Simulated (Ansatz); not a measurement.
# B2P3: the cost of one run

Computed with Ansatz 0.2.0 (DFT PBE, scalar-relativistic, plane waves, PAW, unless a step's input says otherwise).

**1. Starting point**

The structure is trigonal, space group P-3m1 (No. 164). The conventional cell has a = 3.720 Å, b = 3.720 Å, c = 5.784 Å, α = 90.00°, β = 90.00°, γ = 120.00°. B (site symmetry 3m) is surrounded by 4 P at 2.24 to 2.31 Å. Around P (site symmetry 3m) lie 4 B at 2.24 to 2.31 Å. P (site symmetry -3m) is surrounded by 6 B at 2.58 Å.

Coordinates:

```cif
data_structure
_symmetry_space_group_name_H-M 'P 1'
_symmetry_Int_Tables_number 1
_cell_length_a 3.7195
_cell_length_b 3.7195
_cell_length_c 5.7835
_cell_angle_alpha 90.000
_cell_angle_beta 90.000
_cell_angle_gamma 120.000
_cell_volume 69.29
loop_
_atom_site_label
_atom_site_type_symbol
_atom_site_fract_x
_atom_site_fract_y
_atom_site_fract_z
_atom_site_occupancy
B1 B 0.66667 0.33333 0.75376 1
B2 B 0.33333 0.66667 0.24624 1
P1 P 0.66667 0.33333 0.35411 1
P2 P 0.33333 0.66667 0.64589 1
P3 P 0.00000 0.00000 0.00000 1
```

A structure generator made this guess: species swapped into a database cell of La2O3 (P-3m1, No. 164), with B on the La sites and P on the O sites. Its size is a rough estimate.

**2. Probe: one point on a coarse mesh**

The input, input.yaml:

```yaml
crystal:
  lattice:
    - [3.71954496, 0.0, 0.0]
    - [-1.85977248, 3.22122043, 0.0]
    - [0.0, 0.0, 5.78350839]
  atoms:
    - { symbol: B, position: [0.66666667, 0.33333333, 0.75376433] }
    - { symbol: B, position: [0.33333333, 0.66666667, 0.24623567] }
    - { symbol: P, position: [0.66666667, 0.33333333, 0.35410935] }
    - { symbol: P, position: [0.33333333, 0.66666667, 0.64589065] }
    - { symbol: P, position: [0.0, 0.0, 0.0] }
basis:
  ecutwfc: 420
kpoints:
  mp_grid: { grid: [6, 6, 4] }
hamiltonian:
  xc: pbe
scf:
  occupations: { method: gaussian, width: 0.1 }
  lower_state_search: "off"
output:
  forces: true
  stress: true
  eigenvalues: true
```

The run is started by

```console
ansatz run input.yaml --threads 1 --pin off --max-ram 2560MiB --backend cpu --events-out ev --progress --plain --runs-dir out
```

What time and memory should one allow on 1 thread of Arm Neoverse V1, shared host?

About 1.8 s, with a peak of 0.3 GiB.
